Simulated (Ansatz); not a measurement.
**CH6SbSi: rigid scan of one bond length from a Python script**

How does the energy of CH6SbSi change as one bond is stretched? Aim: a rigid scan of one bond length, for CH6SbSi, run from a script. SMILES: [CH3][Sb][SiH3].

All numbers are computed with Ansatz 0.2.0 through its Python package. Level of theory: Hartree-Fock/def2-SVP.

### 1 The structure

Bond lengths: C1–Sb2 2.103 Å, Sb2–Si3 2.512 Å, C1–H4 1.054 Å, C1–H5 1.163 Å, C1–H6 1.139 Å, Si3–H7 1.527 Å, Si3–H8 1.414 Å, Si3–H9 1.506 Å. Angles: C1–Sb2–Si3 90.1°, Sb2–C1–H4 110.6°, Sb2–C1–H5 110.7°, Sb2–C1–H6 112.2°, H4–C1–H5 107.1°, H4–C1–H6 111.3°, H5–C1–H6 104.7°, Sb2–Si3–H7 108.2°, Sb2–Si3–H8 109.9°, Sb2–Si3–H9 110.0°, H7–Si3–H8 108.9°, H7–Si3–H9 107.1°, H8–Si3–H9 112.6°.

No structure file is read: the coordinates are typed or built in the script.

### 2 Script

Contents of ch6sbsi_scan.py:

```python
import warnings

import ansatz as az
from ase import Atoms
import matplotlib.pyplot as plt
import numpy as np


def main() -> None:
    warnings.simplefilter("ignore", az.DeckWarning)

    atoms = Atoms(["C", "Sb", "Si", "H", "H", "H", "H", "H", "H"], positions=[
        (-0.7907, 1.0086, -1.0239),
        (1.2654, 0.5955, -0.8721),
        (0.8066, -1.0365, 0.9819),
        (-1.3255, 0.1395, -1.2875),
        (-0.991, 1.7977, -1.8547),
        (-1.2067, 1.4771, -0.0728),
        (2.1395, -1.6231, 1.4423),
        (-0.0152, -2.0851, 0.5073),
        (0.206, -0.3199, 2.1624),
    ])
    mol = az.Crystal.molecule_from_ase(atoms)

    symbols = [site.symbol for site in mol.cartesian_sites]
    start = np.array([site.position_ang for site in mol.cartesian_sites])
    axis = (start[3] - start[0]) / np.linalg.norm(start[3] - start[0])
    moving = [3]
    lengths, energies = [0.927, 0.97, 1.012, 1.054, 1.096, 1.138, 1.18, 1.244], []
    for length in lengths:
        xyz = start.copy()
        xyz[moving] += (length - np.linalg.norm(start[3] - start[0])) * axis
        point = az.Crystal.molecule()
        for symbol, place in zip(symbols, xyz):
            point = point.atom(symbol, place.tolist())
        calc = (
            point.calculation()
            .basis(gaussian="def2-SVP")
            .functional("hf")
            .spin("collinear", total=1)
        )
        data = calc.run(threads=1, backend="cpu").report
        energies.append(data["free_energy_ev"])
        print(f"r = {length:6.3f} A  E = {energies[-1]:.5f} eV  <S^2> = {abs(data['mean_field']['state']['spin_squared']):.3f}")

    fit = np.polynomial.Polynomial.fit(lengths, np.array(energies) - min(energies), 4).convert()
    roots = [r.real for r in fit.deriv().roots() if abs(r.imag) < 1e-9 and fit.deriv(2)(r.real) > 0]
    r_e = min(roots, key=lambda r: abs(r - lengths[int(np.argmin(energies))]))
    print(f"minimum of the fit at {r_e:.4f} A, force constant {fit.deriv(2)(r_e):.2f} eV/A^2")
    plt.figure(figsize=(4.5, 3))
    plt.plot(lengths, np.array(energies) - min(energies), "o-")
    plt.xlabel("bond length (A)")
    plt.ylabel("E - E(min) (eV)")
    plt.tight_layout()
    plt.savefig("scan.png", dpi=100)


if __name__ == "__main__":
    main()
```

### 3 The calls as engine input

The engine receives this input (first run):

```yaml
crystal:
  periodic: [false, false, false]
  atoms:
    - { symbol: C, position_ang: [-0.7907, 1.0086, -1.0239] }
    - { symbol: Sb, position_ang: [1.2654, 0.5955, -0.8721] }
    - { symbol: Si, position_ang: [0.8066, -1.0365, 0.9819] }
    - { symbol: H, position_ang: [-1.2610781874984418, 0.2441914682967542, -1.2557468403601146] }
    - { symbol: H, position_ang: [-0.991, 1.7977, -1.8547] }
    - { symbol: H, position_ang: [-1.2067, 1.4771, -0.0728] }
    - { symbol: H, position_ang: [2.1395, -1.6231, 1.4423] }
    - { symbol: H, position_ang: [-0.0152, -2.0851, 0.5073] }
    - { symbol: H, position_ang: [0.206, -0.3199, 2.1624] }
basis:
  gaussian:
    orbitals: def2-SVP
hamiltonian:
  xc: hf
magnetization:
  spin_polarized: true
  initial_magnetization: 1.0
```

### 4 Launch

The run is started by

```
> python ch6sbsi_scan.py
```

Without the output at hand: what should come out? Wanted: range of energy; lowest point, distance.

As calculated:

| quantity | value |
| --- | --- |
| bond length at the fit's minimum | 1.0896 Å |
| runs compared | 8 |
| range of energy | 0.670 eV |
| lowest point, distance (Å) | 1.10 |

What this shows: The curve has its lowest point inside the range, at 1.10. The ends stand 0.67 and 0.327 eV above it. The distance scanned is the script's pair 0, 3. Caveats:
- The rest of the molecule is held rigid at a force-field or estimated start geometry, and the basis set is modest; single-reference methods fail as a bond breaks.
- def2 sets replace the cores of elements past krypton by effective core potentials.
- The run takes the species as open-shell (spin multiplicity 2), which needn't be its ground state.
- Spin-orbit coupling of the heavy open-shell atom is left out.
